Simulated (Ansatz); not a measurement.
# YSe: optics and the fine band structure

Aim: levels on a fine mesh, and what follows from them: optical spectra of independent particles, band edges or the Fermi surface. Runs: cell and atoms relaxed (PAW); reference run (PAW and LAPW).

Program: Ansatz 0.2.0. Level of theory: DFT LDA, frozen-core PAW and all-electron LAPW, scalar-relativistic unless said. These are calculated values, not measurements.

**1. The starting structure**

Symmetry: Fm-3m, No. 225, cubic system. Conventional cell: a = 5.703 Å, b = 5.703 Å, c = 5.703 Å, α = 90.00°, β = 90.00°, γ = 90.00°. Around Y (site symmetry m-3m) lie 6 Se at 2.85 Å. Around Se (site symmetry m-3m) lie 6 Y at 2.85 Å.

Structure file:

```cif
data_structure
_symmetry_space_group_name_H-M 'Fm-3m'
_symmetry_Int_Tables_number 225
_cell_length_a 5.7030
_cell_length_b 5.7030
_cell_length_c 5.7030
_cell_angle_alpha 90.000
_cell_angle_beta 90.000
_cell_angle_gamma 90.000
_cell_volume 185.49
loop_
_atom_site_label
_atom_site_type_symbol
_atom_site_symmetry_multiplicity
_atom_site_Wyckoff_symbol
_atom_site_fract_x
_atom_site_fract_y
_atom_site_fract_z
_atom_site_occupancy
Y1 Y 4 b 0.50000 0.00000 0.00000 1
Se1 Se 4 a 0.00000 0.00000 0.00000 1
```

Cartesian axes are those of the input's lattice vectors. The structure goes back to a database entry.

**2. Cell and atoms relaxed, PAW**

The input, input.yaml:

```yaml
crystal:
  lattice:
    - [0.0, 2.8515, 2.8515]
    - [2.8515, 0.0, 2.8515]
    - [2.8515, 2.8515, 0.0]
  atoms:
    - { symbol: "Y", position: [0.5, 0.5, 0.5] }
    - { symbol: Se, position: [0.0, 0.0, 0.0] }
kpoints:
  mp_grid: { grid: [12, 12, 12] }
scf:
  occupations: { method: fermi_dirac, width: 0.1 }
hamiltonian:
  xc: lda
  pseudopotentials: { kind: paw }
relax:
  f_tol: 0.002
  max_steps: 80
  cell: {}
output:
  forces: true
  stress: true
```

Command:

```
$ ansatz run input.yaml --threads 1 --pin off --max-ram 3072MiB --backend cpu --events-out ev --progress --plain --runs-dir out
```

**3. Reference run, fine mesh, PAW**

The input, input.yaml:

```yaml
crystal:
  lattice:
    - [0.0, 2.82136644054, 2.82136644054]
    - [2.82136644054, 0.0, 2.82136644054]
    - [2.82136644054, 2.82136644054, 0.0]
  atoms:
    - { symbol: "Y", position: [0.5, 0.5, 0.5] }
    - { symbol: Se, position: [0.0, 0.0, 0.0] }
kpoints:
  mp_grid: { grid: [12, 12, 12] }
scf:
  occupations: { method: fermi_dirac, width: 0.1 }
hamiltonian:
  xc: lda
  pseudopotentials: { kind: paw }
output:
  forces: true
  stress: true
  eigenvalues: true
  eigenstates:
    nscf_kmesh: { grid: [16, 16, 16] }
    de_dk: true
    e_range: [-14, 14]
  optics:
    e_range: [0, 20]
    de: 0.2
    sigma: 0.2
    bands: { spectra_wanted_up_to: 20 }
    nscf_kmesh: { grid: [16, 16, 16] }
    drude_damping: 0.05
checkpoint:
  write: ck
  write_wavefunctions: false
```

**4. Reference run, fine mesh, LAPW**

input.yaml: that of step 3 with these lines changed.

```diff
@@ -14,3 +14,3 @@
   xc: lda
-  pseudopotentials: { kind: paw }
+  pseudopotentials: { kind: all_electron, lapw: { basis_error: 0.001 } }
 output:
```

(Steps that only read results are left out.)

Before running it: what results should come out? Wanted: states at the Fermi level; bare Sommerfeld coefficient; plasma energy; peak of the loss function along x.

The runs gave:

```
                         quantity                      value
  states at the Fermi level (PAW)       0.49 per eV and atom
      bare Sommerfeld coefficient  1.15 mJ/(K² mol of atoms)
          plasma energy (x, y, z)           6.6, 6.6, 6.6 eV
peak of the loss function along x                    17.7 eV
```

What this shows: It is a metal with 3 bands crossing the Fermi level, 0.49 states per eV and atom there and a mean speed of 0.81 × 10⁶ m/s. These are bare band values on this mesh, without coupling to phonons. The spectra hold no excitons and no local fields. Cautions: frozen-core PAW files fitted under PBE, their cores solved anew for the functional of the run; these sums move with the mesh, by several per cent and more for small sheets.
